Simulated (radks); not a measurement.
**Nuclear size and the levels of Ne²⁺**

One table from this session's results is given with a row withheld; the runs are named, their logs left out.

The numbers are computed with radks (a radial shooting solver on a logarithmic mesh, Libxc functionals) version 1 (Dirac Kohn-Sham, relativistic LDA (MacDonald-Vosko exchange, VWN5 correlation), spin-unpolarised, spherical densities, finite nucleus; open shells fill j = l - 1/2 first), except any that are marked as measured or tabulated.

### The system

* element: neon (Z = 10)
* charge: +2
* electrons: 8
* configuration: [He] 2s2 2p4
* nuclear rms radius: 3.0055 fm

Set-up of the first run:

Settings of this run:

```text
Z 10
configuration [He] 2s2 2p4 3s0 3p0
relativity Dirac
functional lda_x_rel,vwn5
spin unpolarised
j_filling energy
nucleus finite rms 3.0055 fm
c 137.035999084
```

Among the steps run: rms radius 3.0055 fm.

One of the session's tables, all rows but one given; the rest of the session is left out.

It belongs to the step «rms radius 3.0055 fm». The radial density on a logarithmic grid:

| r (bohr) | 4πr²ρ (e/bohr) |
| --- | --- |
| 0.00638 | 0.2829 |
| 0.00921 | 0.5569 |
| 0.0132 | 1.054 |
| 0.0191 | 1.954 |
| 0.0273 | 3.399 |
| 0.0395 | 5.563 |
| 0.0566 | 8.136 |
| 0.0818 | 10.35 |
| 0.118 | 10.71 |
| 0.169 | 8.593 |
| 0.245 | 5.678 |
| 0.351 | ? |
| 0.507 | 6.652 |
| 0.727 | 6.673 |
| 1.05 | 3.886 |
| 1.51 | 1.171 |
| 2.17 | 0.1408 |
| 3.12 | 0.005448 |

Estimate the missing values for r (bohr) = 0.351.

Worked estimate for «4πr²ρ (e/bohr)». A straight line through the neighbours (0.245, 5.678) and (0.507, 6.652) gives 5.678 + (6.652 − 5.678) × (0.351 − 0.245) / (0.507 − 0.245) = 6.072; a parabola fitted to 4 rows on both sides gives 6.327.

**Answer.** 4πr²ρ (e/bohr): 5.090. In «4πr²ρ (e/bohr)» the line misses by +0.982 and the parabola by +1.237. Between these rows the values bend or scatter more than so simple an estimate can follow.
